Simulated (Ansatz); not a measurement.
# H7NOSeSi: the cost of one run

Program: Ansatz 0.2.0. Level of theory: RKS LDA/def2-SVP. These are calculated values, not measurements.

### 1 The system as given

Bond lengths: Si1–O2 2.067 Å, Si1–H3 1.454 Å, Si1–H4 1.473 Å, Si1–N5 1.711 Å, Si1–Se7 2.706 Å, O2–H8 0.957 Å, N5–H9 1.009 Å, N5–H10 1.007 Å, Se7–H11 1.424 Å. Angles (14 of 15 angles, heavy atoms first): O2–Si1–N5 115.3°, O2–Si1–Se7 75.6°, N5–Si1–Se7 84.7°, Si1–O2–H8 111.6°, O2–Si1–H3 104.5°, O2–Si1–H4 85.9°, H3–Si1–N5 133.8°, H3–Si1–Se7 83.4°, H4–Si1–N5 98.9°, H4–Si1–Se7 160.8°, Si1–N5–H9 121.2°, Si1–N5–H10 118.9°, Si1–Se7–H11 97.6°, H3–Si1–H4 106.6°.

As a file:

```xyz
11

Si   -0.4138   -0.6591   -0.1370
O    -0.0698    0.0888    1.7590
H     0.4432   -1.8295   -0.2289
H    -1.7059   -1.1252    0.3949
N    -0.9923    0.4770   -1.2780
H     0.9845    0.6958    1.3949
Se    1.9239    0.6866   -0.3592
H    -0.7222    0.7449    2.0030
H    -0.3599    0.9785   -1.8834
H    -1.8750    0.3062   -1.7305
H     2.7873   -0.3639    0.0651
```

### 2 A restrained relaxation towards end A

Springs on the bonds that form and break draw the guess towards this end; the thresholds are loose.

File input.yaml:

```yaml
crystal:
  periodic: [false, false, false]
  atoms:
    - { symbol: Si, position_ang: [-0.4138, -0.6591, -0.137] }
    - { symbol: O, position_ang: [-0.0698, 0.0888, 1.759] }
    - { symbol: H, position_ang: [0.4432, -1.8295, -0.2289] }
    - { symbol: H, position_ang: [-1.7059, -1.1252, 0.3949] }
    - { symbol: "N", position_ang: [-0.9923, 0.477, -1.278] }
    - { symbol: H, position_ang: [0.9845, 0.6958, 1.3949] }
    - { symbol: Se, position_ang: [1.9239, 0.6866, -0.3592] }
    - { symbol: H, position_ang: [-0.7222, 0.7449, 2.003] }
    - { symbol: H, position_ang: [-0.3599, 0.9785, -1.8834] }
    - { symbol: H, position_ang: [-1.875, 0.3062, -1.7305] }
    - { symbol: H, position_ang: [2.7873, -0.3639, 0.0651] }
basis:
  gaussian: { orbitals: def2-SVP }
hamiltonian:
  xc: lda
relax:
  f_tol: 0.15
  max_steps: 25
  restrain:
    - { distance: [0, 6], at: 3.61, k: 30.0 }
    - { distance: [5, 1], at: 2.27, k: 30.0 }
    - { distance: [0, 1], at: 1.77, k: 30.0 }
    - { distance: [5, 6], at: 1.51, k: 30.0 }
```

The run is started by

```
> ansatz run input.yaml --threads 2 --pin off --max-ram 3072MiB --backend cpu --events-out ev --progress --plain --runs-dir out
```

Q: Estimate wall time and peak memory on 2 threads of AMD EPYC 7B13 (Zen 3), shared host.

About 14 s, with a peak of 0.18 GiB.
